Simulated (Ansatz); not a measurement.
**CH4B2ClF: harmonic frequencies at the relaxed geometry in Python**

The task is harmonic frequencies at the relaxed geometry, for CH4B2ClF.

Computed with Ansatz 0.2.0, driven from Python. Level of theory: r2SCAN/def2-SVP.

**1. The system**

Bond lengths: C1–B2 1.642 Å, B2–F3 1.450 Å, B2–B4 1.582 Å, B4–Cl5 1.898 Å, C1–H6 1.144 Å, C1–H7 1.066 Å, C1–H8 1.115 Å, B4–H9 1.244 Å. Angles: C1–B2–F3 120.4°, C1–B2–B4 120.6°, F3–B2–B4 118.9°, B2–C1–H6 104.6°, B2–C1–H7 109.4°, B2–C1–H8 108.5°, H6–C1–H7 111.1°, H6–C1–H8 108.8°, H7–C1–H8 114.1°, B2–B4–Cl5 121.3°, B2–B4–H9 122.8°, Cl5–B4–H9 115.9°.

The script holds or builds the structure itself.

**2. Script**

The input, ch4b2clf.py:

```python
'''Vibrations of CH4B2ClF.'''

import ansatz as az
import numpy as np


def main() -> None:
    ch4b2clf = (
        az.Crystal.molecule()
        .atom('C', [1.2198, -0.2557, 0.5995])
        .atom('B', [0.1001, 0.1512, -0.5306])
        .atom('F', [0.5129, 0.5535, -1.8606])
        .atom('B', [-1.4443, 0.0906, -0.1938])
        .atom('Cl', [-2.7554, 0.4962, -1.505])
        .atom('H', [1.0524, 0.4882, 1.4528])
        .atom('H', [1.0467, -1.2564, 0.9241])
        .atom('H', [2.2343, -0.0858, 0.1687])
        .atom('H', [-1.8779, -0.2281, 0.9279])
    )

    calc = ch4b2clf.calculation().basis(gaussian='def2-SVP').functional('r2SCAN')
    symbols = [site.symbol for site in ch4b2clf.cartesian_sites]
    start = np.array([site.position_ang for site in ch4b2clf.cartesian_sites], dtype=float)
    r = calc.relax(force_tolerance=0.003).run(threads=1).report
    end = np.array(r['positions_ang'])

    print('final positions (A) and the move of each atom')
    for symbol, xyz, old in zip(symbols, end, start):
        print(f'{symbol:2s} {xyz[0]:10.5f} {xyz[1]:10.5f} {xyz[2]:10.5f}   {np.linalg.norm(xyz - old):7.4f}')

    # frequencies need a stationary point, so they are taken at the relaxed geometry
    minimum = az.Crystal.molecule()
    for symbol, xyz in zip(symbols, end):
        minimum = minimum.atom(symbol, xyz.tolist())
    vibrating = (
        minimum.calculation()
        .basis(gaussian='def2-SVP')
        .functional('r2SCAN')
        .phonons(temperatures=(200, 600, 100))
    )
    vib = vibrating.run(threads=1).report['vibrations']
    sums = vib['harmonic_sums']
    modes = [m['omega_inv_cm'] for m in sums['modes_at_gamma'] if m['rigid_motion'] == 'no']
    for number, w in enumerate(modes, start=1):
        print(f'mode {number:2d} {w:9.1f} 1/cm {w / 8065.544 * 1000:8.2f} meV')
    print('imaginary modes:', sum(w < 0 for w in modes), ' zero-point energy:', round(sums['zero_point_energy_ev'], 4), 'eV')
    print('T (K)   F_vib (eV)   S_vib (meV/K)   C_vib (meV/K)')
    for row in zip(sums['temperatures_k'], sums['vibrational_free_energy_ev'], vib['entropy_ev_per_k'], vib['heat_capacity_ev_per_k']):
        print(f'{row[0]:6.1f} {row[1]:11.4f} {1000 * row[2]:13.4f} {1000 * row[3]:15.4f}')


if __name__ == '__main__':
    main()
```

**3. The calls as engine input**

The engine receives this input (first run):

```yaml
crystal:
  periodic: [false, false, false]
  atoms:
    - { symbol: C, position_ang: [1.2198, -0.2557, 0.5995] }
    - { symbol: B, position_ang: [0.1001, 0.1512, -0.5306] }
    - { symbol: F, position_ang: [0.5129, 0.5535, -1.8606] }
    - { symbol: B, position_ang: [-1.4443, 0.0906, -0.1938] }
    - { symbol: Cl, position_ang: [-2.7554, 0.4962, -1.505] }
    - { symbol: H, position_ang: [1.0524, 0.4882, 1.4528] }
    - { symbol: H, position_ang: [1.0467, -1.2564, 0.9241] }
    - { symbol: H, position_ang: [2.2343, -0.0858, 0.1687] }
    - { symbol: H, position_ang: [-1.8779, -0.2281, 0.9279] }
basis:
  gaussian:
    orbitals: def2-SVP
hamiltonian:
  xc: r2scan
relax:
  f_tol: 0.003
```

**4. The run**

Command:

```sh
$ python ch4b2clf.py
```

Without the output at hand: what should come out? Wanted: moves of the relaxation of run 1; energy gained in run 1; last largest force component of run 1; highest frequency; imaginary modes; zero-point energy.

**Answer**, as computed:

| quantity | value |
| --- | --- |
| runs compared | 2 |
| moves of the relaxation of run 1 | 30 |
| energy gained in run 1 | 0.960 eV |
| last largest force component of run 1 | 0.0020 eV/Å |
| highest frequency | 3148 cm⁻¹ |
| imaginary modes | 0 |
| zero-point energy | 1.527 eV |

In words: Run 1: The relaxation took 30 moves; the largest shift is 1.540 Å, of atom 5 (Cl). So large a move can change the bonding: the results belong to the relaxed structure. All frequencies are real, so the geometry is a minimum. The values are harmonic; measured fundamentals also hold anharmonic shifts, mostly downward for stretches. The frequencies are harmonic and unscaled, in a modest basis. The result belongs to the one conformer reached from this start, and soft torsions count as harmonic oscillators.
